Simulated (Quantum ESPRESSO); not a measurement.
WSe3 in Quantum ESPRESSO: the effect of functional

WSe3:

```xyz
4
Lattice="2.6851 0.0000 0.0000 0.0000 2.6851 0.0000 0.0000 0.0000 13.1936" Properties=species:S:1:pos:R:3 pbc="T T T"
W     0.0000    0.0000    0.0000
Se    0.0000    0.0000    2.5981
Se    0.0000    0.0000    6.5968
Se    0.0000    0.0000   10.5955
```

The cell was built by a generator and needn't be a form met in nature.

Alike in all runs:

| Quantity | Value |
| --- | --- |
| Program | Quantum ESPRESSO 7.5 |
| Task | phonons |
| Cutoff | 762 eV |
| Density cutoff | 6095 eV |
| k mesh | 6 × 6 × 1, shifted |
| Occupations | fermi-dirac, width 0.05 eV |
| Spin | no spin polarisation |

Each run relaxes the cell or the atoms first.

Question: One run gave: relaxed volume 22.88 Å³/atom; highest phonon frequency 227 cm⁻¹. Which functional did it use?
A. LDA
B. AM05
C. PBEsol
D. PBE
E. vdW-DF-cx

Answer: D.

| functional | potentials or basis | relaxed volume (Å³/atom) | highest phonon frequency (cm⁻¹) |
| --- | --- | --- | --- |
| LDA | GBRV 1.5 LDA | 20.74 | 228 |
| PBE | GBRV 1.5 PBE | 22.88 | 227 |
| PBEsol | GBRV 1.5 PBEsol | 21.32 | 228 |
| RPBE | GBRV 1.5 PBE | 26.18 | 230 |
| revPBE | GBRV 1.5 PBE | 25.60 | 230 |
| AM05 | GBRV 1.5 PBE | 21.76 | 233 |
| vdW-DF-cx | GBRV 1.5 PBE | 21.40 | 226 |

Caveats: all runs use coarse meshes; the mesh is thin for the phonons of a metal; the layers were relaxed without a dispersion term, so their spacing and the soft interlayer modes are unreliable (some runs); this functional lacks dispersion, which binds the layers, so the pressure and a relaxed spacing across them are unreliable (some runs); the potentials were made for another functional, which shifts forces and pressure (some runs); some modes are imaginary (some runs).
